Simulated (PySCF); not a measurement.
# Si2H3OF3 (SMILES F[SiH2]O[SiH](F)F): levels of theory compared

Aim: a comparison of 4 runs (HF/3-21G, TPSSh/3-21G, B3LYP/6-311+G**, r2SCAN/6-311+G**) of Si2H3OF3. Input form: a Python script.

The calculation is run with PySCF 2.14.0.

**1. The molecule**

The species is Si2H3OF3 (9 atoms), meant as a singlet with charge 0. As SMILES, `F[SiH2]O[SiH](F)F`. The shape is that of a PBE0-D4/def2-TZVP optimisation. This is one conformer, not always the lowest.

Bond lengths: F1–Si2 1.590 Å, Si2–O3 1.626 Å, O3–Si4 1.605 Å, Si4–F5 1.581 Å, Si4–F6 1.578 Å, Si2–H7 1.475 Å, Si2–H8 1.476 Å, Si4–H9 1.463 Å. Some angles: F1–Si2–O3 108.4°, Si2–O3–Si4 155.1°, O3–Si4–F5 109.8°, O3–Si4–F6 108.8°, F5–Si4–F6 107.2°, F1–Si2–H7 108.1°, F1–Si2–H8 107.9°, O3–Si2–H7 108.4°, O3–Si2–H8 110.2°, O3–Si4–H9 111.7°.

**2. Energy and gradient at HF/3-21G (run 1)**

Input file job.py:

```python
import pyscf.grad
from pyscf import gto, scf

mol = gto.Mole()
mol.atom = '''
F     -0.575989    -4.511343     1.495718
Si     1.453010    -2.628609     0.325222
O      0.384181     0.239995     0.595831
Si    -1.299943     2.634656    -0.199933
F     -2.829109     2.013125    -2.689458
F      0.514383     4.917634    -0.827700
H      3.793058    -2.838180     1.823775
H      1.777287    -3.285100    -2.367071
H     -3.049829     3.370138     1.811302
'''
mol.unit = 'bohr'
mol.verbose = 4
mol.basis = '3-21g'
mol.max_memory = 1860
mol.build()

mf = scf.RHF(mol)
mf.conv_tol = 1e-10
mf.kernel()
if not mf.converged:
    mf = mf.newton().run(mf.mo_coeff, mf.mo_occ)

e_tot = mf.e_tot
print('E(%s) = %.9f' % ('HF', e_tot))
grad = mf.Gradients().kernel()
dip = mf.dip_moment()
pop, q = mf.mulliken_pop()
```

On the command line:

```console
$ OMP_NUM_THREADS=1 python job.py
```

Standard output:

```text
PySCF version 2.14.0

[... 63 lines left out ...]
converged SCF energy = -948.001235707471
[... 12 lines left out ...]
Dipole moment(X, Y, Z, Debye):  0.80298, -0.36026,  0.60360
[... 78 lines left out ...]
charge of    8H =     -0.28192
```

Wall time 2.7 s (1 thread of Intel Xeon at 2.70GHz, shared host); peak memory 0.14 GiB.

**3. Energy and forces at TPSSh/3-21G (run 2)**

Input file run.py:

```python
from pyscf import gto, dft

mol = gto.M(
    atom='''
F     -0.304800    -2.387300     0.791500
Si     0.768900    -1.391000     0.172100
O      0.203300     0.127000     0.315300
Si    -0.687900     1.394200    -0.105800
F     -1.497100     1.065300    -1.423200
F      0.272200     2.602300    -0.438000
H      2.007200    -1.501900     0.965100
H      0.940500    -1.738400    -1.252600
H     -1.613900     1.783400     0.958500
''',
    charge=0,
    max_memory=1860,
    verbose=4,
    basis='3-21g',
)

mf = dft.RKS(mol)
mf.xc = 'tpssh'
mf.conv_tol = 1e-10
mf.grids.level = 5
mf.kernel()
if not mf.converged:
    mf = mf.newton().run(mf.mo_coeff, mf.mo_occ)

etot = mf.e_tot
print('Final energy', etot)
grad = mf.nuc_grad_method().kernel()
mf.analyze()
```

On the command line:

```console
$ OMP_NUM_THREADS=1 python run.py
```

Standard output:

```text
PySCF version 2.14.0

[... 101 lines left out ...]
MO #3   energy= -24.4858550010435  occ= 2
[... 12 lines left out ...]
MO #16  energy= -1.16366237695544  occ= 2
[... 12 lines left out ...]
MO #29  energy= -0.374542720889295 occ= 2
[... 12 lines left out ...]
MO #42  energy= 0.248213415808543  occ= 0
[... 12 lines left out ...]
MO #55  energy= 1.7437288127623    occ= 0
[... 12 lines left out ...]
MO #68  energy= 3.5378375216635    occ= 0
[... 80 lines left out ...]
Dipole moment(X, Y, Z, Debye):  0.59449, -0.33621,  0.46831
```

Wall time 41 s (1 thread of Intel Xeon at 2.70GHz, shared host); peak memory 0.68 GiB.

Run 3 isn't shown in full; the table further down has it.

**4. Energy and forces at r2SCAN/6-311+G(d,p) (run 4)**

Input file job.py:

```python
# F[SiH2]O[SiH](F)F
from pyscf import gto, dft

system = gto.M(
    atom='''
F       -0.304800      -2.387300       0.791500
Si       0.768900      -1.391000       0.172100
O        0.203300       0.127000       0.315300
Si      -0.687900       1.394200      -0.105800
F       -1.497100       1.065300      -1.423200
F        0.272200       2.602300      -0.438000
H        2.007200      -1.501900       0.965100
H        0.940500      -1.738400      -1.252600
H       -1.613900       1.783400       0.958500
''',
    spin=0,
    max_memory=1860,
    verbose=4,
    charge=0,
    basis='6-311+g**',
)

ks = dft.RKS(system)
ks.xc = 'r2scan'
ks.conv_tol = 1e-10
ks.grids.level = 5
ks.kernel()
if not ks.converged:
    ks = ks.newton().run(ks.mo_coeff, ks.mo_occ)

e_tot = ks.e_tot
print('Final energy', e_tot)
grad = ks.nuc_grad_method().kernel()
dip = ks.dip_moment()
pop, q = ks.mulliken_pop()
```

On the command line:

```console
$ OMP_NUM_THREADS=1 python job.py
```

Standard output:

```text
PySCF version 2.14.0

[... 82 lines left out ...]
converged SCF energy = -955.744255003973
Final energy -955.7442550039734
[... 12 lines left out ...]
Dipole moment(X, Y, Z, Debye):  0.73627, -0.25377,  0.57960
[... 176 lines left out ...]
charge of    8H =     -0.09778
```

It took 2.9 min on 1 thread of Intel Xeon at 2.70GHz, shared host; peak memory 2.1 GiB.

**5. All runs side by side**

| run | level | integration grid | energy (Eh) | dipole moment (D) | HOMO energy (eV) | LUMO energy (eV) | wall time |
| --- | --- | --- | --- | --- | --- | --- | --- |
| 1 | HF/3-21G | – | -948.001236 | 1.07 | -13.20 | 4.72 | 2.7 s |
| 2 | TPSSh/3-21G | 5 | -950.681427 | 0.83 | -8.65 | 0.91 | 41 s |
| 3 | B3LYP/6-311+G** | 5 | -955.998276 | 1.01 | -9.53 | -0.29 | 99 s |
| 4 | r2SCAN/6-311+G** | 5 | -955.744255 | 0.97 | -8.62 | -0.29 | 2.9 min |

**6. Outcome**

```
                       quantity          value
            run 4: total energy  -955.74426 Eh
           run 4: dipole moment         0.97 D
             run 4: HOMO energy       -8.62 eV
             run 4: LUMO energy       -0.29 eV
           run 4: HOMO–LUMO gap        8.34 eV
run 4: largest force on an atom     0.937 eV/Å
```

In words: The dipole moment (its size) runs from 0.83 D (TPSSh/3-21G) to 1.07 D (HF/3-21G). The HOMO–LUMO gap runs from 8.34 eV (r2SCAN/6-311+G**) to 17.92 eV (HF/3-21G). The two ends differ in method and basis. Totals of different functionals can't be ranked against each other. All runs together took 5.3 min, the longest 2.9 min.
